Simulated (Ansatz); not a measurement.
# GdY3: the cost of one run

Program: Ansatz 0.2.0. Level of theory: DFT PBEsol+U (U_eff = 6 eV on Gd 4f) with spin–orbit coupling, plane waves, PAW. These are calculated values, not measurements.

## Step 1: Starting point

It takes space group I4/mmm (No. 139, tetragonal). The conventional cell has a = 5.030 Å, b = 5.030 Å, c = 10.690 Å, α = 90.00°, β = 90.00°, γ = 90.00°. Gd (site symmetry 4/mmm) has 12 Y at 3.56 to 3.67 Å in its first shell of neighbours. Around Y (site symmetry -4m2) lie 8 Y at 3.56 to 3.67 Å and 4 Gd at 3.67 Å. Around Y (site symmetry 4/mmm) lie 4 Gd at 3.56 Å and 8 Y at 3.67 Å.

As a file:

```cif
data_structure
_symmetry_space_group_name_H-M 'P 1'
_symmetry_Int_Tables_number 1
_cell_length_a 6.4202
_cell_length_b 6.4202
_cell_length_c 6.4202
_cell_angle_alpha 133.880
_cell_angle_beta 133.880
_cell_angle_gamma 67.276
_cell_volume 135.21
loop_
_atom_site_label
_atom_site_type_symbol
_atom_site_fract_x
_atom_site_fract_y
_atom_site_fract_z
_atom_site_occupancy
Gd1 Gd 0.00000 0.00000 0.00000 1
Y1 Y 0.75000 0.25000 0.50000 1
Y2 Y 0.25000 0.75000 0.50000 1
Y3 Y 0.50000 0.50000 0.00000 1
```

The cell is the database one, not relaxed. At PBEsol+U (U_eff = 6 eV on Gd 4f), without spin–orbit coupling, an earlier run found -3.26 GPa for this cell of 33.803 Å³/atom (8×8×8 mesh), metallic, spin moments in the atoms' spheres Gd 7.37 μB. The cell is stretched at this level.

## Step 2: Spin-orbit coupling, moments along [0, 0, 1]

input.yaml reads:

```yaml
crystal:
  lattice:
    - [-2.514767902, 2.514767902, 5.3451877156]
    - [2.514767902, -2.514767902, 5.3451877156]
    - [2.514767902, 2.514767902, -5.3451877156]
  atoms:
    - { symbol: Gd, position: [0.0, 0.0, 0.0], spin: 8.11, spin_axis: [0.0, 0.0, 1.0] }
    - { symbol: "Y", position: [0.75, 0.25, 0.5] }
    - { symbol: "Y", position: [0.25, 0.75, 0.5] }
    - { symbol: "Y", position: [0.5, 0.5, 0.0] }
basis:
  ecutwfc: 420
  ecutrho_ratio: 4
kpoints:
  mp_grid: { grid: [8, 8, 8] }
hamiltonian:
  xc: pbesol
  hubbard: { sites: [{ species: Gd, l: f, u_eff: 6.0 }] }
scf:
  occupations: { method: gaussian, width: 0.05 }
  lower_state_search: "off"
  convergence: { dr2_threshold: 1.0e-09 }
output:
  forces: true
  stress: true
  eigenvalues: true
  populations: true
  hubbard: { sites: [{ species: Gd, l: f }] }
magnetization:
  noncollinear: true
  spin_orbit: true
checkpoint:
  read: start.run
  write: ck
  compress: false
  write_wavefunctions: false
  write_every: 100000
```

start.run holds the state of a PBEsol+U run on this cell.

Started as:

```bash
ansatz run input.yaml --threads 4 --pin off --max-ram 9216MiB --backend cpu --events-out ev --progress --plain --runs-dir out
```

**Question.** How long does this run take on 4 threads of AMD EPYC 9R45 (Zen 5), shared host, and how much memory does it need?

About 50 s, with a peak of 2.4 GiB.
